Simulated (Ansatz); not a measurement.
## Li3Mg, space group Fm-3m: a check of PAW against all-electron LAPW, step by step

Computed with Ansatz 0.2.0, Python API.

Notebook, run cell by cell (the value of a cell's last expression is shown):

**Cell 1**
```python
import ansatz
import numpy as np
import pandas as pd
```

**Cell 2**
```python
XC = "lda"
OCCUPATIONS = "fermi_dirac"


def count_gap(report):
    # lowest empty less highest filled band, counting bands; zero where they overlap
    return max(report.get("gap_by_band_count_ev") or 0.0, 0.0)
```

**Cell 3**
```python
cell = (
    ansatz.Lattice.of([0.0, 3.428878, 3.428878], [3.428878, 0.0, 3.428878], [3.428878, 3.428878, 0.0])
    .atom("Li", [0.25, 0.25, 0.25])
    .atom("Li", [0.5, 0.5, 0.5])
    .atom("Li", [0.75, 0.75, 0.75])
    .atom("Mg", [0.0, 0.0, 0.0])
)
```

**Cell 4**
```python
len(cell.resolved().sites)
```
Output:
```text
4
```

**Cell 5**
```python
setup = (
    cell.calculation()
    .functional(XC)
    .kpoints(5)
    .occupations(OCCUPATIONS, width=150 * ansatz.meV)
    .stress()
    .forces()
    .band_table()
)
variants = {
    "PAW": setup.pseudopotentials("paw"),
    "LAPW": setup.pseudopotentials("all_electron", lapw=True),
}
# totals differ by the cores that each treatment holds, so compare what does not depend on them
rows = []
for label, variant in variants.items():
    r = variant.run().report
    levels = np.array(r["eigenvalues_ev"][0]) - r["fermi_energy_ev"]
    print(label, "levels at the first k-point near E_F:", np.round(levels[np.abs(levels) < 5], 3))
    rows.append((label, r["n_electrons"], np.trace(r["stress_gpa"]) / 3, count_gap(r)))
print(pd.DataFrame(rows, columns=["treatment", "electrons in bands", "P GPa", "gap by band count eV"]).round(4).to_string(index=False))
```
Output:
```text
DeckWarning: basis.ecutwfc = 420 eV, auto-derived from the records' recommended cutoffs: set by Li (normal level)
PAW levels at the first k-point near E_F: [-4.61   2.85   2.85   2.85   3.021  3.021  3.021]
LAPW levels at the first k-point near E_F: [-4.611  2.851  2.851  2.851  3.022  3.022  3.022]
treatment  electrons in bands   P GPa  gap by band count eV
      PAW                19.0 -1.0949                   0.0
     LAPW                19.0 -1.0828                   0.0
```

PAW gives -1.095 GPa and LAPW -1.083 GPa, 0.012 GPa apart. They took 0.9 and 2.6 s of processor time.

Notes:
- The computed bands are complete only to about 3.0 eV above the Fermi level.
- For a metal this k-point mesh is coarse: on a finer one energies can move by several to tens of meV an atom and pressures by half a GPa or more, differences at one mesh by less.
- The smearing is wide enough that free energy and stress hold a thermal part of the electrons.
- A gap by band count of zero or less means overlapping bands, a metal, and at an odd count of electrons it is no gap at all.
- The structure comes from a database of computed cells and needn't be a stable or known phase.
- Gaps and levels are Kohn-Sham values on a finite set of k-points.
- Warnings are shown shortened and without file and line.
- Pressure is positive in compression; the treatments may keep other shells as core, so totals and counts of electrons can differ.
- Wall time of the script: 4.7 s on 1 thread of AMD EPYC 7R13 Processor (Zen 3) (shared host), peak memory 0.44 GiB.

(A comment or docstring line of the script was reworded after the run, the code is as it ran; lines on the test bed's own set-up are left out of the output.)
